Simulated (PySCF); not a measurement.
# TeO: bond curves at several levels of theory

An exercise on one series of results from a longer session: the logs are not shown, and one member is left open.

Method: Te x2c-SVPall, O x2c-SVPall, spin-free X2C with a Gaussian nucleus; program: PySCF 2.14.0.

The first run:

Settings of the job:

```yaml
atoms: Te, O
charge: 0
basis: Te x2c-SVPall, O x2c-SVPall
Hamiltonian: spin-free X2C with a Gaussian nucleus
basis_functions: 50
electrons_treated: 60
masses_in_u: 129.9062, 15.9949
levels: PBE0, PBE, r²SCAN, TPSS, B3LYP, M06-L, HF, MP2, SCS-MP2, CCSD, CCSD(T)
grid: 80 radial by 434 angular points
occupations: held fixed by the projection of orbital angular momentum
dissociation_limit: Te + O, each in its ground configuration
starting_distance_in_angstrom: 1.920
values_of_2S_to_try: 0, 2, 4
```

Command:

```
$ OMP_NUM_THREADS=1 python dia.py task.json out
```

Among the steps run: Set-up; PBE0 along the bond; Other states along the same grid; PBE (GGA); r²SCAN (meta-GGA); TPSS (meta-GGA); B3LYP (global hybrid GGA); M06-L (meta-GGA); ROHF; Correlated methods on the Hartree–Fock reference.

One table of the session follows, with a row left open; its other results are not shown here.

```
       level  Re (Å)  ωe (cm⁻¹)  De (eV)
        ROHF       ?          ?        ?
   ROHF-CCSD   1.856        790     2.77
ROHF-CCSD(T)   1.875        759     3.11
         PBE   1.877        761     4.54
        TPSS   1.874        770     4.14
      r²SCAN   1.860        794     3.93
       M06-L   1.869        772     4.03
       B3LYP   1.861        793     3.81
        PBE0   1.845        825     3.64
```

Q: Estimate the row for ROHF from the others.

As computed: Re (Å): 1.796; ωe (cm⁻¹): 947; De (eV): 0.020. In the column «Re (Å)» it is the lowest.

De is counted to Te + O in their ground configurations.
